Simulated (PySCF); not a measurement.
# CuH2P (Cu ... H2P): the cost of one run

Programs: PySCF 2.14.0, with routines of our own; each step states its level. All values are computed. Atoms count from 0.

### Step 1. The starting structure

4 atoms, charge 0, high-spin multiplicity 3; geometry from: GFN2-xTB fragments, placed rigidly.

The system (radical pair): Cu···H2P. The radical centres are 3.23 Å apart; the spin sites are atom 0 (1 unpaired) and atoms 1, 2, 3 (1 unpaired).

### Step 2. Magnetic exchange: CASSCF and SC-NEVPT2/def2-TZVP (2,2)

Job settings and geometry (Å):

```
{"job": {"kind": "cas", "basis": "def2-TZVP", "active": "magnetic", "zfs": true}, "charge": 0, "high_spin_multiplicity": 3, "spin_sites": [[[0], 1], [[1, 2, 3], 1]]}
Cu     0.000100     0.486100    -2.419900
P      0.000100     0.486100     0.806600
H      0.996100    -0.486200     0.806600
H     -0.996400    -0.486000     0.806600
```

Method: CASSCF and SC-NEVPT2/def2-TZVP spin states, gas phase.

Started as:

```bash
> OMP_NUM_THREADS=1 python exch_run.py task.json out
```

One launch serves the whole session: the jobs run in the order shown.

Q: Estimate the wall time and peak memory of this first job on 1 thread of Arm Neoverse V1, shared host.

About 3.8 s, with a peak of 0.24 GiB.
